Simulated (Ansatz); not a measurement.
Below is the output of a Python script on the Python package of Ansatz (0.2.0) that makes a calculation of the dielectric tensor and Born charges of CO2, space group Cmce. Write a script that gives it. Use: PBEsol, PAW, cutoff 517 eV, 5×5×3 k-points, fixed occupations.

The script reads `co2.xyz`:
```text
6
Lattice="2.63591123 -2.38737812 0.0 2.63591123 2.38737812 0.0 0.0 0.0 6.58717491" Properties=species:S:1:pos:R:3 pbc="T T T"
C     0.00000000    0.00000000    0.00000000
C     2.63591123    0.00000000    3.29358745
O     2.63591123   -1.46350371    5.87472840
O     2.63591123    1.46350371    0.71244651
O     2.63591123   -0.92387441    2.58114095
O     2.63591123    0.92387441    4.00603396
```

```console
$ python eps_co2.py
eps_inf
[[1.776 0.    0.   ]
 [0.    2.261 0.   ]
 [0.    0.    2.084]]
Born charge tensor of C 0
[[ 0.668  0.     0.   ]
 [ 0.     2.055 -0.833]
 [ 0.    -1.104  1.542]]
Born charge tensor of C 1
[[0.668 0.    0.   ]
 [0.    2.055 0.833]
 [0.    1.104 1.542]]
Born charge tensor of O 2
[[-0.334  0.     0.   ]
 [ 0.    -1.028  0.477]
 [ 0.     0.607 -0.771]]
Born charge tensor of O 3
[[-0.334  0.     0.   ]
 [ 0.    -1.028  0.477]
 [ 0.     0.607 -0.771]]
Born charge tensor of O 4
[[-0.334  0.     0.   ]
 [ 0.    -1.028 -0.477]
 [ 0.    -0.607 -0.771]]
Born charge tensor of O 5
[[-0.334  0.     0.   ]
 [ 0.    -1.028 -0.477]
 [ 0.    -0.607 -0.771]]
charge neutrality missed by 0.0015 e before the sum rule
```

The script that was run (others could print the same):

The script, `eps_co2.py`:
```python
import warnings

import ansatz as az
import numpy as np


def main() -> None:
    warnings.simplefilter("ignore", az.DeckWarning)

    structure = az.Crystal.from_extxyz("co2.xyz")

    base = (
        structure.calculation()
        .functional("pbesol")
        .basis(19 * az.Ha)
        .kpoints(5, 5, 3)
        .scf(tolerance=1e-07)
        .occupations("fixed")
        .dielectric()
    )
    out = base.run(threads=1, pin="off")
    response = out.dielectric
    eps = np.asarray(response.eps_inf)

    print("eps_inf")
    print(np.round(eps, 3) + 0.0)
    for index, (site, z) in enumerate(zip(out.lattice.sites, response.zstar_e)):
        print("Born charge tensor of", site.symbol, index)
        print(np.round(z, 3) + 0.0)
    print(f"charge neutrality missed by {response.zstar_sum_residual_pre_e:.4f} e before the sum rule")


if __name__ == "__main__":
    main()
```

Notes:
- Under fixed occupations the level called the Fermi level is the highest filled one on the SCF mesh; off the mesh a filled band can lie a little above it.
- Averages over directions belong to no single polarisation, least of all in layered crystals.
- This cell is a computed structure, which may not be the phase found in nature.
- This is the electronic (clamped-ion) response; a semilocal gap that is too small tends to raise it. The typed mesh is that of the SCF; the response is solved on denser meshes that the run picks.
- Timing: 32 s on 1 thread of Intel(R) Xeon(R) Platinum 8259CL CPU @ 2.50GHz (Skylake/Cascade Lake), on a shared host, peak memory 0.69 GiB.

(Lines on the test bed's own set-up are left out of the output.)
